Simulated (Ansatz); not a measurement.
# CH2I− (SMILES [CH2-]I): one structure at several levels

How do the functionals fare away from a minimum? The structure is a structure displaced at random from a GFN2-xTB minimum.

Method: single points in def2-TZVPPD; program: Ansatz 0.2.0, Gaussian basis.

Correlated methods freeze the cores. Filled d shells of the heavier atoms are correlated. Core potentials replace the inner electrons past krypton, and spin-orbit coupling is left out.

## Step 1: The system as given

SMILES `[CH2-]I`, 4 atoms, charge -1, spin multiplicity 1.

Atoms are counted from 1 here; the program's logs count them from 0.

Bond lengths: C1–I2 2.278 Å, C1–H3 1.126 Å, C1–H4 1.099 Å. Angles: I2–C1–H3 100.7°, I2–C1–H4 101.3°, H3–C1–H4 102.8°.

Coordinates:

```
C    -0.4893   -0.2675    0.0317
I     0.9411    1.1402    1.1097
H    -0.5779    0.2475   -0.9661
H     0.1711   -1.1168   -0.1915
```

## Step 2: CCSD(T)/def2-TZVPPD

The input, run/in.yaml:

```yaml
crystal:
  periodic: [false, false, false]
  atoms:
    - {symbol: C, position_ang: [-0.489300, -0.267500, 0.031700]}
    - {symbol: I, position_ang: [0.941100, 1.140200, 1.109700]}
    - {symbol: H, position_ang: [-0.577900, 0.247500, -0.966100]}
    - {symbol: H, position_ang: [0.171100, -1.116800, -0.191500]}
basis:
  gaussian: {orbitals: "def2-TZVPPD.json"}
total_charge: -1
correlation: {method: ccsd_t}
output: {forces: true}
```

The basis file named in the input lies beside it (Basis Set Exchange, JSON).

The command line of these runs was not kept.

## Step 3: PBE0-D4/def2-TZVPPD

Edit run/in.yaml of step 2 so:

```diff
@@ -10,3 +10,3 @@
 total_charge: -1
-correlation: {method: ccsd_t}
-output: {forces: true}
+hamiltonian: {xc: pbe0, dispersion: d4}
+output: {forces: true, orbitals: {seedname: orbitals}}
```

## Step 4: wB97M-V/def2-TZVPPD

Edit run/in.yaml of step 3 so:

```diff
@@ -10,3 +10,3 @@
 total_charge: -1
-hamiltonian: {xc: pbe0, dispersion: d4}
-output: {forces: true, orbitals: {seedname: orbitals}}
+hamiltonian: {xc: {name: wB97M-V}}
+output: {forces: true}
```

## Step 5: r2SCAN-D4/def2-TZVPPD

Edit run/in.yaml of step 4 so:

```diff
@@ -10,3 +10,3 @@
 total_charge: -1
-hamiltonian: {xc: {name: wB97M-V}}
+hamiltonian: {xc: r2scan, dispersion: d4}
 output: {forces: true}
```

## Step 6: PBE-D4/def2-TZVPPD

Edit run/in.yaml of step 5 so:

```diff
@@ -10,3 +10,3 @@
 total_charge: -1
-hamiltonian: {xc: r2scan, dispersion: d4}
+hamiltonian: {xc: pbe, dispersion: d4}
 output: {forces: true}
```

## Step 7: BHLYP-D4/def2-TZVPPD

Edit run/in.yaml of step 6 so:

```diff
@@ -10,3 +10,3 @@
 total_charge: -1
-hamiltonian: {xc: pbe, dispersion: d4}
+hamiltonian: {xc: {name: BHLYP}, dispersion: d4}
 output: {forces: true}
```

## Step 8: r2SCAN0-D4/def2-TZVPPD

Edit run/in.yaml of step 7 so:

```diff
@@ -10,3 +10,3 @@
 total_charge: -1
-hamiltonian: {xc: {name: BHLYP}, dispersion: d4}
+hamiltonian: {xc: {name: r2SCAN0}, dispersion: d4}
 output: {forces: true}
```

(Steps that only read results are left out.)

**Question.** What will these runs give? Wanted: RMS force component; RMS force error; HOMO and LUMO, PBE0-D4; T1 diagnostic.

As calculated:

| quantity | value |
| --- | --- |
| RMS force component | 0.294 to 0.402 eV/Å over the methods |
| RMS force error | PBE0-D4 0.044, wB97M-V 0.074, r2SCAN-D4 0.040, PBE-D4 0.135, BHLYP-D4 0.239, r2SCAN0-D4 0.087 eV/Å |
| HOMO and LUMO, PBE0-D4 | 0.11 and 3.35 eV |
| T1 diagnostic | 0.012 |

**Reading.** For forces r2SCAN-D4 does best and BHLYP-D4 worst. Frozen-core CCSD(T) forces in triple zeta carry basis errors of their own, and this is one geometry, so small gaps rank nothing.
